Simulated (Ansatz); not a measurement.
# C₅H₆ClF₃O₄Ti: how energies converge with the basis set

An exercise on one series of results from a longer session: the logs are not shown, and one member is left open.

Program: Ansatz 0.2.0, Gaussian basis. Level of theory: one geometry, several basis sets. These are calculated values, not measurements.

Plan: PBE0-D4/def2-SVP; ωB97M-V/def2-SVP; PBE0-D4/def2-QZVPP; ωB97M-V/def2-QZVPP; the functionals' def2-TZVPP values are taken from earlier runs.

## Structure used throughout

The geometry comes from an earlier relaxation with PBE0-D4 in a triple-zeta def2 set; it is a stationary point, not always the lowest conformer.

20 atoms, charge 0, spin multiplicity 1.

Atoms are counted from 1 here; the program's logs count them from 0.

Bond lengths: C1–C2 1.492 Å, C1–H15 1.088 Å, C1–H16 1.092 Å, C1–H17 1.093 Å, C2–C3 1.409 Å, C2–O14 1.256 Å, C3–C4 1.372 Å, C3–H18 1.078 Å, C4–C5 1.532 Å, C4–O9 1.267 Å, C5–F6 1.333 Å, C5–F7 1.333 Å, C5–F8 1.331 Å, O9–Ti10 2.015 Å, Ti10–O11 1.790 Å, Ti10–O12 1.779 Å, Ti10–Cl13 2.219 Å, Ti10–O14 2.062 Å and more. Angles: C2–C1–H15 112.4°, C2–C1–H16 109.3°, C2–C1–H17 108.6°, H15–C1–H16 109.7°, H15–C1–H17 109.6°, H16–C1–H17 107.1°, C1–C2–C3 120.5°, C1–C2–O14 117.1°, C3–C2–O14 122.4°, C2–C3–C4 119.7°, C2–C3–H18 120.2°, C4–C3–H18 120.1°, C3–C4–C5 119.9°, C3–C4–O9 127.2°, C5–C4–O9 112.9°, C4–C5–F6 112.4°, C4–C5–F7 110.0°, C4–C5–F8 110.2° and more.

Set-up of the first run:

Contents of in.yaml:

```yaml
crystal:
  periodic: [false, false, false]
  atoms:
    - {symbol: C, position_ang: [-1.870156, -1.267936, 1.853768]}
    - {symbol: C, position_ang: [-0.898114, -0.638289, 0.913366]}
    - {symbol: C, position_ang: [-1.249786, 0.517026, 0.188227]}
    - {symbol: C, position_ang: [-0.344970, 1.077108, -0.677893]}
    - {symbol: C, position_ang: [-0.737913, 2.305928, -1.503821]}
    - {symbol: F, position_ang: [-1.977135, 2.719662, -1.239151]}
    - {symbol: F, position_ang: [-0.667823, 2.022402, -2.804150]}
    - {symbol: F, position_ang: [0.094943, 3.314108, -1.254267]}
    - {symbol: O, position_ang: [0.839783, 0.689919, -0.905058]}
    - {symbol: Ti, position_ang: [2.014480, -0.751913, -0.129547]}
    - {symbol: O, position_ang: [2.116515, -2.514682, -0.422644]}
    - {symbol: O, position_ang: [3.189357, -0.207565, -1.349123]}
    - {symbol: Cl, position_ang: [2.918325, -0.148412, 1.805405]}
    - {symbol: O, position_ang: [0.226831, -1.184896, 0.802925]}
    - {symbol: H, position_ang: [-2.830679, -0.756455, 1.861943]}
    - {symbol: H, position_ang: [-2.012453, -2.315045, 1.577394]}
    - {symbol: H, position_ang: [-1.440956, -1.256724, 2.858883]}
    - {symbol: H, position_ang: [-2.230789, 0.950374, 0.299518]}
    - {symbol: H, position_ang: [1.575567, -3.131821, 0.078029]}
    - {symbol: H, position_ang: [3.193072, 0.586612, -1.887504]}
basis:
  gaussian: {orbitals: def2-SVP}
hamiltonian: {xc: pbe0, dispersion: d4}
output: {orbitals: {seedname: orbitals}}
```

Started as:

```console
ansatz run in.yaml --threads 11 --pin off --events-out ev --progress --plain --max-ram 110592MiB --backend cpu
```

Among the steps run: PBE0-D4 in def2-SVP; ωB97M-V in def2-SVP; PBE0-D4 in def2-QZVPP; ωB97M-V in def2-QZVPP.

One of the session's tables, all rows but one given; the rest of the session is left out.

It belongs to the step «Functionals by basis». 

```
functional       basis  HOMO (eV)  LUMO (eV)
   PBE0-D4    def2-SVP      -7.92      -2.60
   PBE0-D4  def2-TZVPP          ?          ?
   PBE0-D4  def2-QZVPP      -8.06      -2.76
   ωB97M-V    def2-SVP     -10.00      -0.47
   ωB97M-V  def2-TZVPP     -10.15      -0.65
   ωB97M-V  def2-QZVPP     -10.18      -0.69
```

**Question.** Estimate the row for PBE0-D4, def2-TZVPP.

The run gave: HOMO (eV): -8.03; LUMO (eV): -2.73. In the column «HOMO (eV)» it lies between PBE0-D4, def2-QZVPP (-8.06) and PBE0-D4, def2-SVP (-7.92).
